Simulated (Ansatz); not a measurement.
# K2TiF6: the cost of one run

Method: DFT r2SCAN, scalar-relativistic, plane waves, PAW, in Ansatz 0.2.0.

3 further runs of the same task are left out: 1 that didn't finish, 2 set aside as unsound or not needed.

## Step 1: The system as given

Symmetry: P-3m1, No. 164, trigonal system. Conventional cell: a = 5.701 Å, b = 5.701 Å, c = 4.603 Å, α = 90.00°, β = 90.00°, γ = 120.00°. K (site symmetry 3m) is surrounded by 12 F at 2.79 to 2.98 Å. Ti (site symmetry -3m) has 6 F at 1.87 Å as nearest neighbours. F (site symmetry m) is surrounded by 1 Ti at 1.87 Å.

As a file:

```xyz
9
Lattice="5.7011 0.0000 0.0000 -2.8505 4.9373 0.0000 0.0000 0.0000 4.6027" Properties=species:S:1:pos:R:3 pbc="T T T"
K     0.0000    3.2915    3.2234
K     2.8505    1.6458    1.3793
Ti    0.0000    0.0000    0.0000
F    -1.5029    4.1592    1.0427
F     0.0000    1.5561    1.0427
F     1.5029    4.1592    1.0427
F     4.3534    0.7781    3.5600
F     1.3476    0.7781    3.5600
F     2.8505    3.3812    3.5600
```

It is the result of an earlier relaxation at this level (volume 14.40 Å³/atom; gap on the mesh: 5.48 eV).

## Step 2: Electronic structure at the relaxed geometry

File input.yaml:

```yaml
crystal:
  lattice:
    - [5.7010733091, 0.0, 0.0]
    - [-2.8505366545, 4.9372743145, 0.0]
    - [0.0, 0.0, 4.6027477357]
  atoms:
    - { symbol: K, position: [0.3333333333, 0.6666666667, 0.7003301266] }
    - { symbol: K, position: [0.6666666667, 0.3333333333, 0.2996698734] }
    - { symbol: Ti, position: [0.0, 0.0, 0.0] }
    - { symbol: F, position: [0.1575882612, 0.8424117388, 0.2265492235] }
    - { symbol: F, position: [0.1575882612, 0.3151765223, 0.2265492235] }
    - { symbol: F, position: [0.6848234777, 0.8424117388, 0.2265492235] }
    - { symbol: F, position: [0.8424117388, 0.1575882612, 0.7734507765] }
    - { symbol: F, position: [0.3151765223, 0.1575882612, 0.7734507765] }
    - { symbol: F, position: [0.8424117388, 0.6848234777, 0.7734507765] }
basis:
  ecutwfc: 500
kpoints:
  mp_grid: { grid: [6, 6, 6] }
  band_path:
    path:
      - [[0.0, 0.0, 0.0], [0.5, 0.0, 0.0], [0.33333333, 0.33333333, 0.0], [0.0, 0.0, 0.0], [0.0, 0.0, 0.5], [0.5, 0.0, 0.5], [0.33333333, 0.33333333, 0.5], [0.0, 0.0, 0.5]]
      - [[0.5, 0.0, 0.5], [0.5, 0.0, 0.0]]
      - [[0.33333333, 0.33333333, 0.5], [0.33333333, 0.33333333, 0.0]]
    npoints: 14
hamiltonian:
  xc: r2scan
scf:
  occupations: { method: gaussian, width: 0.02 }
  n_extra_bands: 22
output:
  forces: true
  stress: true
  eigenvalues: true
  populations: true
  dos: { projected: true, de: 0.02, nscf_kmesh: { grid: [9, 9, 9] } }
  bader: true
  write_density: true
  write_potential: true
  elf: true
  volumetric_format: npy
```

Command:

```
ansatz run input.yaml --threads 2 --pin off --max-ram 5120MiB --backend cpu --events-out ev --progress --plain --runs-dir out
```

What time and memory should one allow on 2 threads of Arm Neoverse V2, shared host?

About 74 s, with a peak of 1.1 GiB.
